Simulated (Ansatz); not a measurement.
# C2H6ClFSi2: a dynamics run in two tries

Aim: a short trajectory for this system. SMILES of the start: C[Si]1(Cl)[SiH2]C1F.

Program: Ansatz 0.2.0. Level of theory: RKS PBE0-D4/6-31G. These are calculated values, not measurements.

### 1 Starting point

Bond lengths: C1–Si2 1.854 Å, Si2–Cl3 2.156 Å, Si2–C5 1.988 Å, Si4–C5 1.905 Å, C5–F6 1.520 Å, C1–H7 1.171 Å, C1–H8 1.088 Å, C1–H9 1.087 Å, Si4–H10 1.572 Å, Si2–H11 1.522 Å, C5–H12 1.123 Å. Angles (14 of 19 angles, heavy atoms first): C1–Si2–Cl3 117.3°, C1–Si2–C5 110.5°, Cl3–Si2–C5 111.1°, Si2–C5–Si4 106.9°, Si2–C5–F6 100.8°, Si4–C5–F6 113.0°, C1–Si2–H11 110.8°, Cl3–Si2–H11 106.1°, C5–Si2–H11 99.5°, Si2–C1–H7 108.7°, Si2–C1–H8 105.6°, Si2–C1–H9 117.9°, Si2–C5–H12 118.2°, Si4–C5–H12 108.6°.

As a file:

```xyz
12

C    -0.2948   -1.0803    1.6974
Si    0.7215   -0.3905    0.3087
Cl    2.7043    0.3079    0.7864
Si    0.5289    1.1827   -2.3875
C    -0.3033    0.9932   -0.6845
F    -1.6707    0.3345   -0.7612
H     0.1944   -2.0810    2.0601
H    -1.2914   -1.2269    1.2863
H    -0.4376   -0.4617    2.5796
H    -0.4519    0.1886   -3.1083
H     0.8923   -1.4195   -0.7995
H    -0.4069    2.0116   -0.2214
```

### 2 The run

input.yaml

```yaml
crystal:
  periodic: [false, false, false]
  atoms:
    - { symbol: C, position_ang: [-0.294784, -1.080324, 1.697409] }
    - { symbol: Si, position_ang: [0.721479, -0.390487, 0.308732] }
    - { symbol: Cl, position_ang: [2.704265, 0.307909, 0.786407] }
    - { symbol: Si, position_ang: [0.528871, 1.182726, -2.387508] }
    - { symbol: C, position_ang: [-0.303329, 0.993243, -0.684462] }
    - { symbol: F, position_ang: [-1.670683, 0.334474, -0.761175] }
    - { symbol: H, position_ang: [0.194438, -2.081017, 2.06009] }
    - { symbol: H, position_ang: [-1.291402, -1.226942, 1.286331] }
    - { symbol: H, position_ang: [-0.437615, -0.461724, 2.579604] }
    - { symbol: H, position_ang: [-0.451901, 0.188643, -3.108275] }
    - { symbol: H, position_ang: [0.892262, -1.419461, -0.799516] }
    - { symbol: H, position_ang: [-0.406856, 2.01155, -0.221372] }
basis:
  gaussian: { orbitals: "6-31G" }
hamiltonian:
  xc: pbe0
  dispersion: d4
md:
  timestep: 1.0
  n_steps: 25
  ensemble: nve
  temperature: 700.0
  initial_velocities: maxwell_boltzmann
  seed: 493641
  masses: [{ species: H, mass: 2.014 }]
  temperature_schedule: [{ n_steps: 10, end_temperature: 100.0 }]
scf:
  lower_state_search: "off"
```

Run with:

```console
ansatz run input.yaml --threads 1 --pin off --max-ram 2048MiB --backend cpu --events-out ev --progress --plain --runs-dir out
```

Before running it: what results should come out? Wanted: first try.

As calculated:

| quantity | value |
| --- | --- |
| first try | refused |
| cause | a temperature schedule needs a thermostat, and a run at constant energy has none |

The fault in the first input was caught at the input check and cost nothing.
